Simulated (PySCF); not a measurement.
# CoSCl: relaxation and vibrations of the quintet

Aim: relax CoSCl as a quintet from a bent start, check by its vibrations whether the end is a minimum, and collect its spectrum and constants.

Method: PBE0, basis Co def2-SVP, S def2-SVP, Cl def2-SVP, no relativity, density fitting; program: PySCF 2.14.0.

**1. Where the work starts**

3 atoms, charge 0, spin multiplicity 5.

Bond lengths: Co1–S2 1.970 Å, Co1–Cl3 2.100 Å. Angles: S2–Co1–Cl3 110.0°.

```xyz
3
charge 0 multiplicity 5
Co   -0.0680    0.0000   -0.6216
S    -1.6817    0.0000    0.5083
Cl    1.6522    0.0000    0.5829
```

**2. Bent start, quintet: relaxation**

One driver script runs all steps and calls PySCF; scf.py shows how it sets up the SCF of each step. The optimiser is the driver's own. Before each start the driver seeks the lowest SCF state from one or more starting densities and follows internal instabilities, so scf.py alone need not reach the same state.

The program finds Cs symmetry in the start, which this walk keeps. The walk stops when the largest gradient is under 0.0003 Eh/bohr and the energy has settled too.

Contents of scf.py:

```python
from pyscf import gto, scf, dft
mol = gto.M(atom='''
Co    -0.068005     0.000000    -0.621615
S     -1.681705     0.000000     0.508285
Cl     1.652195     0.000000     0.582885''',
    basis={'Co': 'def2-SVP', 'S': 'def2-SVP', 'Cl': 'def2-SVP'},
    charge=0, spin=4)
mf = dft.UKS(mol, xc='PBE0')
mf.grids.atom_grid = (50, 194)
aux = {'Co': 'def2-universal-JKFIT', 'S': 'def2-universal-JKFIT', 'Cl': 'def2-universal-JKFIT'}
mf = mf.density_fit(auxbasis=aux)
mf.kernel()
```

After this run come: Frequencies.

Q: Predict the outcome of this session. Wanted: minimum; geometry; wavenumbers; dipole moment; highest occupied, lowest empty level; polar-tensor charge of Co1; zero-point energy; atomisation energy; ⟨S²⟩.

The runs gave:

| quantity | value |
| --- | --- |
| minimum | quintet, C∞v |
| geometry | Co–Cl 2.136 Å, Co–S 2.071 Å; Cl–Co–S 180.0° |
| wavenumbers (cm⁻¹) | 56, 61, 318, 478 |
| dipole moment | 0.91 D |
| highest occupied, lowest empty level (either spin) | -7.76, -4.36 eV |
| polar-tensor charge of Co1 | +1.00 e |
| zero-point energy | 5.5 kJ/mol |
| entropy at 298.15 K | 305.3 J/(mol K) |
| atomisation energy (no zero-point energy) | 676 kJ/mol |
| ⟨S²⟩ | 6.013 |

From Cs at the start the molecule goes to a C∞v minimum. In the infrared the band at 478 cm⁻¹ (stretch) leads. Most of the spin sits on Co1 (Mulliken spin 2.83, against 4 for the whole molecule). Other starts or spin states, not run here, may lie lower. The SCF density has lower symmetry than the nuclear frame. Modes under about 90 cm⁻¹ are uncertain by tens of cm⁻¹. One determinant may miss the lowest occupation of an open d or f shell.
